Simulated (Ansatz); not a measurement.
Relaxation of a periodic cell of 17 atoms, B8N9 (host BN, host structure F-43m, interstitial N), to a largest force component of 0.03 eV/Å in at most 60 steps.

Computed with DFT PBE-D3(BJ), scalar-relativistic, plane waves, PAW in Ansatz. Settings: PAW set soft_1, cutoff 420 eV, k mesh 3x3x3, gaussian smearing 0.02 eV, spin collinear.

```xyz
17
Lattice="0.0000 3.6150 3.6150 3.6150 0.0000 3.6150 3.6150 3.6150 0.0000" Properties=species:S:1:pos:R:3
B 0.000 0.000 0.000
N 0.904 0.904 0.904
B 1.808 1.808 0.000
N 2.711 2.711 0.904
B 1.808 0.000 1.808
N 2.711 0.904 2.711
B 3.615 1.808 1.808
N 4.519 2.711 2.711
B 0.000 1.808 1.808
N 0.904 2.711 2.711
B 1.808 3.615 1.808
N 2.711 4.519 2.711
B 1.808 1.808 3.615
N 2.711 2.711 4.519
B 3.615 3.615 3.615
N 4.519 4.519 4.519
N 2.714 2.747 2.691
```

Task: Where does it end, and by what steps?

Result: The run converged. The force dipped under the threshold on the way, but the program's further checks kept it going. Limits of this set-up: coarse k mesh. After 18 steps the energy has fallen by 7.605 eV; N17 moved furthest, 1.04 Å. Parted: B7–N17, B11–N12, N12–B15, B13–N17.

| step | energy less start (eV) | largest force component (eV/Å) | accepted |
| --- | --- | --- | --- |
| 0 | 0.0000 | 6.944 | yes |
| 1 | -2.0368 | 3.181 | yes |
| 2 | -2.5353 | 0.268 | yes |
| 3 | -2.5410 | 0.232 | yes |
| 4 | -2.5444 | 0.259 | yes |
| 5 | -2.6296 | 1.380 | yes |
| 6 | -3.2255 | 5.406 | yes |
| 7 | -3.7860 | 5.191 | yes |
| 8 | -4.6680 | 6.010 | yes |
| 9 | -6.1939 | 4.994 | yes |
| 10 | -7.2539 | 1.874 | yes |
| 11 | -7.5978 | 0.718 | yes |
| 12 | -7.6047 | 0.051 | yes |
| 13 | -7.6047 | 0.050 | yes |
| 14 | -7.6048 | 0.012 | yes |
| 15 | -7.6048 | 0.021 | yes |
| 16 | -7.6049 | 0.023 | yes |
| 17 | -7.6049 | 0.014 | yes |
| 18 | -7.6049 | 0.007 | yes |

```xyz
17
Lattice="0.0000 3.6150 3.6150 3.6150 0.0000 3.6150 3.6150 3.6150 0.0000" Properties=species:S:1:pos:R:3
B 0.009 -0.078 0.007
N 0.904 0.837 0.903
B 1.778 1.852 0.034
N 2.719 2.607 0.902
B 1.798 -0.078 1.798
N 2.711 0.800 2.710
B 3.625 1.678 1.798
N 4.519 2.607 2.704
B 0.030 1.852 1.772
N 0.904 2.607 2.717
B 1.778 3.362 1.772
N 2.711 5.039 2.710
B 1.798 1.678 3.622
N 2.704 2.607 4.518
B 3.645 3.362 3.649
N 4.519 4.377 4.518
N 2.712 3.790 2.710
```

Whether the end is a true minimum wasn't checked by a vibrational analysis.

Time of the run: 3.6 min on 2 threads of Arm Neoverse N1, on a shared host, peak memory 0.42 GiB.
